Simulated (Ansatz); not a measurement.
# UCCSDT(Q)/STO-3G run of InH2O (SMILES [OH][InH])

What is the energy change on altering one bond length of InH2O at UCCSDT(Q)/STO-3G? 

The results are computed with Ansatz 0.2.0.

46 further runs of the same task are left out: 8 that didn't finish, 38 set aside as unsound or not needed.

### Step 1. The system as given

InH2O has 4 atoms, charge 0, and is taken as a doublet. SMILES: `[OH][InH]`. The coordinates come from a PBE0-D4/def2-TZVP relaxation.

Bond lengths: O1–In2 2.003 Å, O1–H3 0.960 Å, In2–H4 1.767 Å. Angles: O1–In2–H4 113.8°, In2–O1–H3 115.0°.

### Step 2. The energy at UCCSDT(Q)/STO-3G

run.yaml reads:

```yaml
crystal:
  periodic: [false, false, false]
  atoms:
    - symbol: O
      position_ang: [-0.298400, -1.020600, 0.295000]
    - symbol: In
      position_ang: [0.563900, 0.746600, -0.088500]
    - symbol: H
      position_ang: [0.236800, -1.629400, 0.809100]
    - symbol: H
      position_ang: [-0.446700, 1.843000, -1.036000]
basis:
  gaussian: {orbitals: STO-3G}
magnetization: {spin_polarized: true, initial_magnetization: 1}
correlation: {method: ccsdt_q, frozen_orbitals: {H: 0, In: 18, O: 1}}
accuracy: high
scf: {omitted_lower_state_checks: [cluster_reference, increment]}
```

On the command line:

```
$ ansatz run run.yaml --threads 1 --pin off --max-ram 2610MiB --events-out events.jsonl --progress --plain --runs-dir runs
```

The program printed (excerpt; [...] marks lines left out):

```text
Warning: RAYON_NUM_THREADS=1 ignored (pool sized by the plan → 1); use --threads N
Functional definition: HF
  name "HF"
[...]
617 factors; integrals over basis functions are off by at most 3.9e-9 eV
[...]
mean field -156678.37160937 eV, -5757.8239562297 hartree, gradient 2.7e-8 eV, S^2 0.758410; 2 other end points of the search recorded, 0 dependent functions left out
19 core orbitals not correlated: weight in the atoms' cores, before any rotation towards them, 1.000 or more for the frozen orbitals, at most 0.000 for the correlated occupied ones
reference -156678.37160937 eV, -5757.8239562297 hartree; 11, 10 occupied and 4, 5 virtual orbitals, 617 factors
second order -1.71726157 eV of doubles, -0.00000000 eV of singles
cycle   1  -1.95286233 eV  change   -2.4e-1 eV  update   1.1e-1
[...]
cycle  32  -2.43021672 eV  change    1.7e-9 eV  update   1.8e-9
perturbative correction -0.00986375 eV, -0.0003624861 hartree
Total energy: -156680.81168984 eV, -5757.9136275331 hartree
Checks for a lower state left out: cluster_reference, increment
```

Run time: 2.5 s. Hardware: 1 thread of Arm Neoverse V2, shared host; peak memory 0.15 GiB.

### Step 3. The distorted shape at the same level

job.yaml reads:

```yaml
crystal:
  periodic: [false, false, false]
  atoms:
    - {symbol: O, position_ang: [-0.513994, -1.462439, 0.390884]}
    - {symbol: In, position_ang: [0.563900, 0.746600, -0.088500]}
    - {symbol: H, position_ang: [0.021206, -2.071239, 0.904984]}
    - {symbol: H, position_ang: [-0.446700, 1.843000, -1.036000]}
basis:
  gaussian: {orbitals: STO-3G}
correlation: {method: ccsdt_q, frozen_orbitals: {H: 0, In: 18, O: 1}}
accuracy: high
scf: {omitted_lower_state_checks: [cluster_reference, increment]}
magnetization: {spin_polarized: true, initial_magnetization: 1}
```

On the command line:

```
$ ansatz run job.yaml --threads 1 --pin off --max-ram 2610MiB --events-out events.jsonl --progress --plain --runs-dir runs
```

The program printed (excerpt; [...] marks lines left out):

```text
Warning: RAYON_NUM_THREADS=1 ignored (pool sized by the plan → 1); use --threads N
[... 2 set-up lines as earlier in the session ...]
[...]
607 factors; integrals over basis functions are off by at most 4.0e-9 eV
[...]
mean field -156676.79219604 eV, -5757.7659138603 hartree, gradient 3.8e-8 eV, S^2 0.971482; 8 other end points of the search recorded, 0 dependent functions left out
19 core orbitals not correlated: weight in the atoms' cores, before any rotation towards them, 1.000 or more for the frozen orbitals, at most 0.000 for the correlated occupied ones
reference -156676.79219604 eV, -5757.7659138603 hartree; 11, 10 occupied and 4, 5 virtual orbitals, 607 factors
second order -1.20584158 eV of doubles, -0.00000000 eV of singles
cycle   1  -1.59526190 eV  change   -3.9e-1 eV  update   7.7e-2
[...]
cycle  54  -2.30328000 eV  change   8.3e-10 eV  update  5.9e-10
perturbative correction -0.00616423 eV, -0.0002265314 hartree
Total energy: -156679.10164027 eV, -5757.8507843704 hartree
Checks for a lower state left out: cluster_reference, increment
```

Run time: 4.2 s. Hardware: 1 thread of Arm Neoverse V2, shared host; peak memory 0.15 GiB.

### Step 4. Outcome

At UCCSDT(Q)/STO-3G, 19 core orbitals frozen:

| quantity | value |
| --- | --- |
| first shape: total energy | -5757.91363 Eh |
| first shape: correlation energy (19 core orbitals frozen) | -89.7 mEh |
| first shape: ⟨S²⟩ of the reference determinant | 0.758 |
| first shape: T1 diagnostic | 0.024 |
| distorted shape: total energy | -5757.85078 Eh |
| distorted shape: correlation energy (19 core orbitals frozen) | -84.9 mEh |
| distorted shape: ⟨S²⟩ of the reference determinant | 0.971 |
| distorted shape: T1 diagnostic | 0.047 |
| energy change with the O1–In2 bond stretched from 2.003 to 2.504 Å | 1.710 eV |

**Reading.** With the O1–In2 bond stretched from 2.003 to 2.504 Å the energy rises by 1.71 eV (39 kcal/mol). The first shape isn't relaxed at this level, so the change isn't measured from a minimum. The minimal basis adds a large error of its own. Relativity is left out (first shape) although the molecule holds a heavy atom. ⟨S²⟩ (distorted shape) is 0.97 where a pure doublet has 0.75: the reference is spin-contaminated. The T1 diagnostic (distorted shape) of 0.047 is above the customary mark for such species, so a single reference may not serve. Relativity is left out (distorted shape) although the molecule holds a heavy atom.
